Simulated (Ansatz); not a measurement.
# AsH (singlet): the correlation ladder at distance As1–H2 = 1.204 Å, aug-cc-pVDZ

An exercise on one series of results from a longer session: the logs are not shown, and one member is left open.

Method: aug-cc-pVDZ, core rule «outside noble gas», up to 14 orbitals frozen; program: Ansatz 0.2.0, Gaussian basis.

The runs, in order: UHF; CCSD(T) on RHF; CCSD(T) on UHF; BCCD(T) on RHF; CISD; CCSDT(Q) on RHF; CCSDT(Q) on UHF; CASSCF and MRCISD+Q, 2 electrons in 2 orbitals; CASSCF and NEVPT2, 2 electrons in 2 orbitals; CASSCF and MRCISD+Q, 6 electrons in 5 orbitals; CASSCF and NEVPT4(SD), 6 electrons in 5 orbitals; CASSCF and NEVPT2, 6 electrons in 5 orbitals; Full CI.

22 further runs of the same task are left out: 1 for a known fault of the program, 15 that didn't finish, 6 set aside as unsound or not needed.

### What is computed

The geometry derives from a PBE0/def2-TZVP stationary point (not a proven minimum). One bond is set to the value named and the two fragments are kept rigid. No spin-orbit coupling is included. The filled d shell of As may be among the frozen orbitals whatever the setting's name suggests; the logs give the count.

2 atoms, charge 0, spin multiplicity 1.

Atoms are counted from 1 here; the program's logs count them from 0.

Bond lengths: As1–H2 1.204 Å.

Set-up of the first run:

File in.yaml:

```yaml
crystal:
  periodic: [false, false, false]
  atoms:
    - {symbol: As, position_ang: [0.000000, 0.000000, 0.000000]}
    - {symbol: H, position_ang: [0.000000, 0.000000, 1.204000]}
basis:
  gaussian: {orbitals: aug-cc-pVDZ}
magnetization: {spin_polarized: true, initial_magnetization: 0}
hamiltonian: {xc: hf}
output: {orbitals: {seedname: orbitals}}
```

Launch:

```sh
ansatz run in.yaml --threads 1 --pin off --events-out ev --progress --plain --max-ram 2393MiB
```

Among the steps run: UHF; CCSD(T) on RHF; CCSD(T) on UHF; BCCD(T) on RHF; CISD; CCSDT(Q) on RHF; CCSDT(Q) on UHF; CASSCF and MRCISD+Q, 2 electrons in 2 orbitals; CASSCF and NEVPT2, 2 electrons in 2 orbitals; CASSCF and MRCISD+Q, 6 electrons in 5 orbitals; CASSCF and NEVPT4(SD), 6 electrons in 5 orbitals; CASSCF and NEVPT2, 6 electrons in 5 orbitals; Full CI.

One table of the session follows, with a row left open; its other results are not shown here.

It belongs to the step «Misses and costs». 

| method | from FCI (kJ/mol) |
| --- | --- |
| RHF | +336.0 |
| RMP2 | +103.1 |
| CISD | +47.8 |
| RCCSD | +30.1 |
| RCCSD(T) | +16.3 |
| BCCD(T) | +16.6 |
| RCCSDT | +1.1 |
| RCCSDT(Q) | -0.5 |
| CASSCF pair | +281.1 |
| NEVPT2 pair | +52.0 |
| MRCISD pair | +14.8 |
| MRCISD+Q pair | -2.2 |
| CASSCF valence | +251.3 |
| NEVPT2 valence | +67.2 |
| NEVPT4(SD) valence | +6.5 |
| MRCISD valence | +11.9 |
| MRCISD+Q valence | ? |
| FCI | 0 |

**Question.** Estimate the row for MRCISD+Q valence.

The run gave: from FCI (kJ/mol): -2.3. In the column «from FCI (kJ/mol)» it is the lowest.

Left out of the table: UHF, UMP2, UCCSD, UCCSD(T), UCCSDT, UCCSDT(Q) (another determinant or state than the rows shown).

Caveats from the session: The report flags that the cluster equations may have other roots. The program flags RCCSDT(Q) as in doubt, so those rows may rest on another solution; read them beside their warnings. RCCSDT(Q), MRCISD+Q pair, MRCISD+Q valence fall below full CI, which methods that aren't variational can do.
